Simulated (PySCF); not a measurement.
# ErF3(NH3): other functionals and bases at one geometry

How far do other levels of theory move the description of ErF3(NH3), and what does each cost? The species was built from a template and needn't be a known compound.

Computed with PySCF 2.14.0. Level: several levels, as the steps say, no spin–orbit coupling.

5 further runs of the same task are left out: 2 for a known fault of the program, 3 that didn't finish.

**1. Starting geometry**

8 atoms, charge 0, spin multiplicity 1.

Bond lengths: Er1–F2 2.018 Å, Er1–F3 2.018 Å, Er1–F4 2.018 Å, Er1–N5 2.480 Å, N5–H6 1.031 Å, N5–H7 1.031 Å, N5–H8 1.031 Å. Angles: F2–Er1–F3 117.4°, F2–Er1–F4 117.4°, F2–Er1–N5 99.4°, F3–Er1–F4 117.4°, F3–Er1–N5 99.4°, F4–Er1–N5 99.4°, Er1–N5–H6 112.6°, Er1–N5–H7 112.6°, Er1–N5–H8 112.6°, H6–N5–H7 106.2°, H6–N5–H8 106.2°, H7–N5–H8 106.2°.

Geometry (Å):

| atom | x (Å) | y (Å) | z (Å) |
| --- | --- | --- | --- |
| Er1 | 0.08676 | -0.08676 | 0.08676 |
| F2 | 1.08962 | 1.34911 | 1.08962 |
| F3 | -1.34911 | -1.08962 | 1.08962 |
| F4 | 1.08962 | -1.08962 | -1.34911 |
| N5 | -1.34496 | 1.34496 | -1.34496 |
| H6 | -1.96206 | 1.96206 | -0.79602 |
| H7 | -0.79602 | 1.96206 | -1.96206 |
| H8 | -1.96206 | 0.79602 | -1.96206 |

Formal oxidation states: Er +3. Each metal's 11 4f electrons lie in its core potential, so multiplicities, spins and levels count the valence alone. An earlier session relaxed this geometry at PBE, Er lcecp-1-SVP with ECP57, F def2-SVP, N def2-SVP, H def2-SVP (singlet, point group C3v).

At PBE on the finer grid: E = -394.017855 Eh, HOMO -7.55 eV, LUMO -1.59 eV, Mulliken charge on Er1 +0.91 e, largest force component 0.009 eV/Å. 

Levels to run: B3LYP; CAM-B3LYP; BLYP; TPSSh; PBE, TZVP. Hardware: 2 threads of Arm Neoverse V2, shared host.

**2. B3LYP**

run.py (the lines that set the calculation) reads:

```python
mol = gto.M(atom='''
Er     0.08676    -0.08676     0.08676
F      1.08962     1.34911     1.08962
F     -1.34911    -1.08962     1.08962
F      1.08962    -1.08962    -1.34911
N     -1.34496     1.34496    -1.34496
H     -1.96206     1.96206    -0.79602
H     -0.79602     1.96206    -1.96206
H     -1.96206     0.79602    -1.96206''',
    basis={'Er': 'lcecp-1-SVP', 'F': 'def2-SVP', 'N': 'def2-SVP', 'H': 'def2-SVP'},
    ecp={'Er': 'lcecp-1-SVP'},
    charge=0, spin=0)
mf = dft.RKS(mol, xc='B3LYP')
mf.grids.atom_grid = (75, 302)  # f atoms: unpruned, at least (60, 302)
mf = mf.density_fit()  # fitting sets: Er AutoAux, F def2-universal-JKFIT, N def2-universal-JKFIT, H def2-universal-JKFIT
mf.conv_tol = 1e-08; mf.max_cycle = 55
mf.kernel(dm0)  # dm0: the density of the relaxed state
```

The run is started by

```
$ OMP_NUM_THREADS=2 python run.py
```

**3. CAM-B3LYP**

Changes to run.py (the lines that set the calculation) since step 2:

```diff
@@ -12,3 +12,3 @@
     charge=0, spin=0)
-mf = dft.RKS(mol, xc='B3LYP')
+mf = dft.RKS(mol, xc='CAMB3LYP')
 mf.grids.atom_grid = (75, 302)  # f atoms: unpruned, at least (60, 302)
```

**4. BLYP**

Changes to run.py (the lines that set the calculation) since step 3:

```diff
@@ -12,3 +12,3 @@
     charge=0, spin=0)
-mf = dft.RKS(mol, xc='CAMB3LYP')
+mf = dft.RKS(mol, xc='BLYP')
 mf.grids.atom_grid = (75, 302)  # f atoms: unpruned, at least (60, 302)
```

**5. TPSSh**

Changes to run.py (the lines that set the calculation) since step 4:

```diff
@@ -12,3 +12,3 @@
     charge=0, spin=0)
-mf = dft.RKS(mol, xc='BLYP')
+mf = dft.RKS(mol, xc='TPSSH')
 mf.grids.atom_grid = (75, 302)  # f atoms: unpruned, at least (60, 302)
```

**6. PBE, TZVP**

Basis: Er lcecp-1-TZVP with ECP57, F def2-TZVP, N def2-TZVP, H def2-TZVP. 

Changes to run.py (the lines that set the calculation) since step 5:

```diff
@@ -9,6 +9,6 @@
 H     -1.96206     0.79602    -1.96206''',
-    basis={'Er': 'lcecp-1-SVP', 'F': 'def2-SVP', 'N': 'def2-SVP', 'H': 'def2-SVP'},
-    ecp={'Er': 'lcecp-1-SVP'},
+    basis={'Er': 'lcecp-1-TZVP', 'F': 'def2-TZVP', 'N': 'def2-TZVP', 'H': 'def2-TZVP'},
+    ecp={'Er': 'lcecp-1-TZVP'},
     charge=0, spin=0)
-mf = dft.RKS(mol, xc='TPSSH')
+mf = dft.RKS(mol, xc='PBE')
 mf.grids.atom_grid = (75, 302)  # f atoms: unpruned, at least (60, 302)
@@ -16,2 +16,2 @@
 mf.conv_tol = 1e-08; mf.max_cycle = 55
-mf.kernel(dm0)  # dm0: the density of the relaxed state
+mf.kernel(dm0)  # dm0: free metal ions and neutral atoms
```

**Question.** What will these runs give? Wanted: for each run, HOMO; gap; charge on Er1; dipole; largest force.

As calculated:

| level | state | HOMO (eV) | gap (eV) | charge on Er1 (e) | dipole (D) | largest force (eV/Å) | basis functions | time |
| --- | --- | --- | --- | --- | --- | --- | --- | --- |
| PBE (relaxed here) | singlet | -7.55 | 5.96 | 0.91 | 6.37 | 0.01 | 104 | 11 s |
| B3LYP | singlet | -9.20 | 8.00 | 1.08 | 6.47 | 0.20 | 104 | 5 s |
| CAM-B3LYP | singlet | -11.04 | 10.86 | 1.10 | 6.52 | 0.21 | 104 | 6.4 s |
| BLYP | singlet | -7.46 | 5.82 | 0.89 | 6.35 | 0.14 | 104 | 4.8 s |
| TPSSh | singlet | -8.42 | 7.35 | 1.11 | 6.43 | 0.14 | 104 | 7.1 s |
| PBE, TZVP | singlet | -7.77 | 5.93 | 1.45 | 6.39 | 0.22 | 189 | 14 s |

Times are on 2 threads of Arm Neoverse V2, shared host; the first row also made further properties.

In one basis the HOMO–LUMO gap runs from 5.82 eV (BLYP) to 10.86 eV (CAM-B3LYP). The largest leftover force, 0.22 eV/Å with PBE, TZVP, stands at a geometry relaxed at another level. The Mulliken charge on Er spans +0.89 to +1.45 e over the levels. With 4f in the core, its levels are missing from HOMO and gap. Total energies of different levels can't be compared. Spin–orbit coupling is left out throughout.
